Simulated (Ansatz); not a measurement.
# CH6GaN: up Jacob's ladder to CCSD(T)

How much do the methods differ for CH6GaN? The plan is to run it at one geometry with functionals of several rungs and with coupled cluster. The yardstick is the atomisation energy at the CCSD(T) limit.

The runs use Ansatz 0.2.0, Gaussian basis; functionals in def2-TZVPP, the program's frozen cores in correlated methods.

Plan: LDA (SPW92), PBE-D4, revPBE-D4, BLYP-D4, r2SCAN-D4, B97M-V, PBE0-D4, B3LYP-D4, r2SCANh-D4, r2SCAN0-D4, HSE06-D4, BHLYP-D4, CAM-B3LYP-D4, LC-ωPBE, ωB97X-V, ωB97M-V, B2PLYP, PBE-QIDH; CCSD(T)/def2-SVP; CCSD(T)/def2-TZVPP; MP2/def2-QZVPP; extrapolation to the limit; RPA on PBE.

**1. Structure used throughout**

An earlier PBE0-D4 in a triple-zeta def2 set relaxation fixed the geometry.

SMILES `C[NH][GaH2]`, 9 atoms, charge 0, spin multiplicity 1.

Atoms are counted from 1 here; the program's logs count them from 0.

Bond lengths: C1–N2 1.443 Å, C1–H4 1.093 Å, C1–H5 1.097 Å, C1–H6 1.097 Å, N2–Ga3 1.815 Å, N2–H7 1.008 Å, Ga3–H8 1.561 Å, Ga3–H9 1.562 Å. Angles: N2–C1–H4 109.8°, N2–C1–H5 112.4°, N2–C1–H6 112.4°, H4–C1–H5 107.2°, H4–C1–H6 107.2°, H5–C1–H6 107.6°, C1–N2–Ga3 127.7°, C1–N2–H7 113.1°, Ga3–N2–H7 119.2°, N2–Ga3–H8 116.6°, N2–Ga3–H9 116.0°, H8–Ga3–H9 127.3°.

Coordinates:

```mol
CH6GaN
  3D, bonds by distance, orders not assigned

  9  8  0  0  0  0  0  0  0  0999 V2000
   -0.4227    0.9935   -0.6834 C   0  0
    0.4513   -0.0997   -0.3318 N   0  0
    0.2970   -1.2363    1.0744 Ga  0  0
   -1.2390    1.0618    0.0395 H   0  0
   -0.8759    0.8639   -1.6741 H   0  0
    0.0957    1.9605   -0.6806 H   0  0
    1.2247   -0.2083   -0.9690 H   0  0
    1.3973   -2.3349    1.2106 H   0  0
   -0.9283   -1.0006    2.0144 H   0  0
  1  2  8  0
  2  3  8  0
  1  4  8  0
  1  5  8  0
  1  6  8  0
  2  7  8  0
  3  8  8  0
  3  9  8  0
M  END
```

**2. LDA**

This LDA is Slater exchange with PW92 correlation.

File in.yaml:

```yaml
crystal:
  periodic: [false, false, false]
  atoms:
    - {symbol: C, position_ang: [-0.422704, 0.993534, -0.683432]}
    - {symbol: N, position_ang: [0.451283, -0.099717, -0.331798]}
    - {symbol: Ga, position_ang: [0.296967, -1.236250, 1.074449]}
    - {symbol: H, position_ang: [-1.239003, 1.061827, 0.039452]}
    - {symbol: H, position_ang: [-0.875928, 0.863893, -1.674148]}
    - {symbol: H, position_ang: [0.095732, 1.960495, -0.680580]}
    - {symbol: H, position_ang: [1.224653, -0.208336, -0.968957]}
    - {symbol: H, position_ang: [1.397334, -2.334898, 1.210557]}
    - {symbol: H, position_ang: [-0.928323, -1.000558, 2.014448]}
basis:
  gaussian: {orbitals: def2-TZVPP}
hamiltonian: {xc: lda}
output: {orbitals: {seedname: orbitals}}
```

Started as:

```sh
$ ansatz run in.yaml --threads 4 --pin off --events-out ev --progress --plain --max-ram 10444MiB
```

The runs that follow: PBE-D4 (GGA); revPBE-D4 (GGA); BLYP-D4 (GGA); r2SCAN-D4 (meta-GGA); B97M-V (meta-GGA); B3LYP-D4 (hybrid); r2SCANh-D4 (hybrid); r2SCAN0-D4 (hybrid); HSE06-D4 (hybrid); BHLYP-D4 (hybrid); CAM-B3LYP-D4 (range-separated); LC-ωPBE (range-separated); ωB97X-V (range-separated); ωB97M-V (range-separated); B2PLYP (double hybrid); PBE-QIDH (double hybrid); CCSD(T) in def2-SVP; CCSD(T) in def2-TZVPP; MP2 in def2-QZVPP; RPA on PBE orbitals.

Before running them: what should the planned runs give, taken together? Wanted: atomisation energy, CCSD(T)/CBS; farthest beyond LDA; mean size of error, GGA; mean size of error, meta-GGA; mean size of error, hybrid; mean size of error, range-separated; mean size of error, double hybrid; gap, smallest and largest; T1 diagnostic.

The runs gave:

```
                               quantity                                                                                                                 value
        atomisation energy, CCSD(T)/CBS                                                                                                             29.621 eV
    functionals within 0.296 eV (1.0 %)  PBE-D4, BLYP-D4, r2SCAN-D4, B97M-V, PBE0-D4, B3LYP-D4, r2SCANh-D4, HSE06-D4, CAM-B3LYP-D4, LC-ωPBE, ωB97X-V, ωB97M-V
                    farthest beyond LDA                                                                                                  BHLYP-D4 (-0.809 eV)
                mean size of error, GGA                                                                                                              0.287 eV
           mean size of error, meta-GGA                                                                                                              0.073 eV
             mean size of error, hybrid                                                                                                              0.346 eV
    mean size of error, range-separated                                                                                                              0.098 eV
      mean size of error, double hybrid                                                                                                              0.361 eV
              gap, smallest and largest                                                                             3.94 eV (LDA (SPW92)), 10.75 eV (LC-ωPBE)
                          T1 diagnostic                                                                                                                0.0146
triples share of the correlation energy                                                                                                                 3.7 %
```

What this shows: LDA overbinds by 3.983 eV (13 %). PBE-D4 is off by +0.210 eV. Double hybrids carry the basis error of their MP2 part in triple zeta, and no dispersion term here, so their miss is partly the set-up's. The rungs meta-GGA, range-separated, GGA miss on average by less than the doubt on the reference (0.296 eV), so they tie. The reference freezes the cores and leaves out relativity and excitations past (T), and its outer-core shells are covered unevenly, so misses under about 0.296 eV can't be ranked. Hartree-Fock recovers 71 % of the binding; the rest is correlation. CCSD(T) in def2-SVP is off by -1.619 eV, so the small basis spoils what the method gains. The gap grows from 3.9 to 10.8 eV across the functionals, mostly with the share of exact exchange. Correlated methods include outer-core shells of Ga, which these sets cover unevenly.
